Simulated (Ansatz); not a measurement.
**BeP+ (singlet): from Hartree-Fock to the top rungs at distance P1–Be2 = 2.233 Å, cc-pVDZ**

An exercise on one series of results from a longer session: the logs are not shown, and one member is left open.

Program: Ansatz 0.2.0, Gaussian basis. Level of theory: cc-pVDZ, core rule «outside noble gas», up to 6 orbitals frozen. These are calculated values, not measurements.

Plan: UHF; CCSD(T) on RHF; CCSD(T) on UHF; BCCD(T) on RHF; CISD; CCSDT(Q) on RHF; CCSDT(Q) on UHF; CCSDTQ on RHF; CASSCF and MRCISD+Q, 2 electrons in 2 orbitals; CASSCF and NEVPT2, 2 electrons in 2 orbitals; Full CI.

40 further runs of the same task are left out: 22 for a known fault of the program, 12 that didn't finish, 6 set aside as unsound or not needed.

### The geometry

The geometry derives from a PBE0/def2-TZVP stationary point (not a proven minimum). One bond is set to the value named and the two fragments are kept rigid.

2 atoms, charge 1, spin multiplicity 1.

Atoms are counted from 1 here; the program's logs count them from 0.

Bond lengths: P1–Be2 2.233 Å.

The first run:

Contents of in.yaml:

```yaml
crystal:
  periodic: [false, false, false]
  atoms:
    - {symbol: P, position_ang: [0.000000, 0.000000, 0.000000]}
    - {symbol: Be, position_ang: [0.000000, 0.000000, 2.233000]}
basis:
  gaussian: {orbitals: cc-pVDZ}
total_charge: 1
magnetization: {spin_polarized: true, initial_magnetization: 0}
hamiltonian: {xc: hf}
output: {orbitals: {seedname: orbitals}}
```

The run is started by

```console
ansatz run in.yaml --threads 1 --pin off --events-out ev --progress --plain --max-ram 2393MiB
```

Steps of the session up to this table: UHF; CCSD(T) on RHF; CCSD(T) on UHF; BCCD(T) on RHF; CISD; CCSDT(Q) on RHF; CCSDT(Q) on UHF; CCSDTQ on RHF; CASSCF and MRCISD+Q, 2 electrons in 2 orbitals; CASSCF and NEVPT2, 2 electrons in 2 orbitals; Full CI.

One table of the session follows, with a row left open; its other results are not shown here.

| method | from FCI (kcal/mol) |
| --- | --- |
| RHF | +96.33 |
| RMP2 | +29.24 |
| CISD | +15.35 |
| RCCSD | +9.86 |
| RCCSD(T) | +5.34 |
| BCCD(T) | +5.45 |
| RCCSDT | +1.42 |
| RCCSDT(Q) | -0.16 |
| RCCSDTQ | ? |
| FCI | 0 |

Q: Estimate the row for RCCSDTQ from the others.

**Answer.** from FCI (kcal/mol): +0.03. In the column «from FCI (kcal/mol)» it lies between FCI (0) and RCCSDT (+1.42).

Left out of the table: CASSCF pair, NEVPT2 pair, MRCISD pair, MRCISD+Q pair (the active space lost an orbital or holds another state than full CI finds).

To keep in mind: The report flags that the cluster equations may have other roots. Left out of the table: UHF, UMP2, UCCSD, UCCSD(T), UCCSDT, UCCSDT(Q) (another determinant or state than the rows shown). The program flags RCCSDT(Q), RCCSDTQ as in doubt, so those rows may rest on another solution; read them beside their warnings. RCCSDT(Q) falls below full CI, which methods that aren't variational can do.
